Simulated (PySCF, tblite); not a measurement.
# Ga2AsH5, a small molecule taken as a stand-in for a surface group (Ga-backed As): NMR shifts and electronic excitations

Aim: the NMR shifts and electronic excitations of `[GaH2][AsH][GaH2]`.

Programs: tblite 0.8.0 and PySCF 2.14.0. All values are calculated, for the isolated system unless a continuum is named. Atoms count from 0, parts from 1.

### Step 1. Starting point

8 atoms, charge 0, multiplicity 1; geometry: distance geometry start.

### Step 2. Relaxing the cluster with GFN2-xTB

The job: settings as JSON, then the geometry in Å.

```
{"job": {"kind": "relax", "xc": "GFN2-xTB", "basis": "xTB"}, "charge": 0, "multiplicity": 1}
Ga    -1.451736    -1.324830    -0.111207
As     0.295803     0.015375    -1.108597
Ga     1.445462     1.536653     0.379165
H     -1.364256    -1.514321     1.388467
H     -2.846703    -1.139460    -0.691735
H      0.034378     0.532991    -2.489395
H      0.617240     2.742594     0.855841
H      2.368925     0.888390     1.417009
```

Level: GFN2-xTB geometry optimisation, gas phase.

The run is started by

```console
$ OMP_NUM_THREADS=1 python cluster_run.py task.json out
```

This one command runs all jobs of the session in turn.

**Question.** The jobs that follow are: PBE0-D3(BJ)/def2-SVP geometry optimisation, gas phase; GIAO PBE0/pcSseg-2 NMR shielding, non-relativistic, gas phase; TDDFT CAM-B3LYP/def2-SVPD, vertical, gas phase, core orbitals frozen in the response. Predict: point group; rotational constants (main isotopes); $^{1}$H shifts against TMS (PBE0/pcSseg-2, means over atoms taken as alike); $^{71}$Ga shifts against GaH4- (PBE0/pcSseg-2, means over atoms taken as alike); $^{75}$As shifts against AsH3 (PBE0/pcSseg-2); lowest singlet (CAM-B3LYP/def2-SVPD); brightest single state of those computed; lowest triplet; vertical ionisation energy (ΔSCF); vertical electron affinity (ΔSCF).

As calculated:

```
                                                                       quantity                        value
                                                                    point group                           Cs
                                           rotational constants (main isotopes)         3.57, 1.11, 0.87 GHz
    $^{1}$H shifts against TMS (PBE0/pcSseg-2, means over atoms taken as alike)         7.04, 7.02, 3.76 ppm
$^{71}$Ga shifts against GaH4- (PBE0/pcSseg-2, means over atoms taken as alike)                      640 ppm
                                  $^{75}$As shifts against AsH3 (PBE0/pcSseg-2)                      335 ppm
                                           lowest singlet (CAM-B3LYP/def2-SVPD)  4.14 eV (299 nm), f = 0.017
                                       brightest single state of those computed  state 4, 5.32 eV, f = 0.164
                                                                 lowest triplet                      3.43 eV
                                              vertical ionisation energy (ΔSCF)                      9.08 eV
                                              vertical electron affinity (ΔSCF)                      0.64 eV
```

The start of the PBE0/def2-SVP relaxation was shaken at random by about 0.01 Å, so part of the energy gained, and of the first lengths quoted, undoes that. Over 9 steps the energy fell by 0.437 eV; of the close pairs, Ga0–H4 changed most, 1.636 to 1.569 Å (PBE0/def2-SVP). The frame itself reshapes: Ga0···Ga2 goes from 2.95 to 3.52 Å. The first singlet state (HOMO→LUMO 0.94) lies at 4.14 eV and is weak; of the 6 states computed, the strongest absorption comes from state 4 at 5.32 eV. The lowest triplet lies 0.72 eV below the lowest singlet (triplets in Tamm-Dancoff, singlets in full TDDFT). ΔSCF puts the ionisation energy at 9.08 eV, 0.74 eV above −ε(HOMO). Spin-orbit coupling is left out, which matters for shieldings and couplings at and beside the heavy atoms.
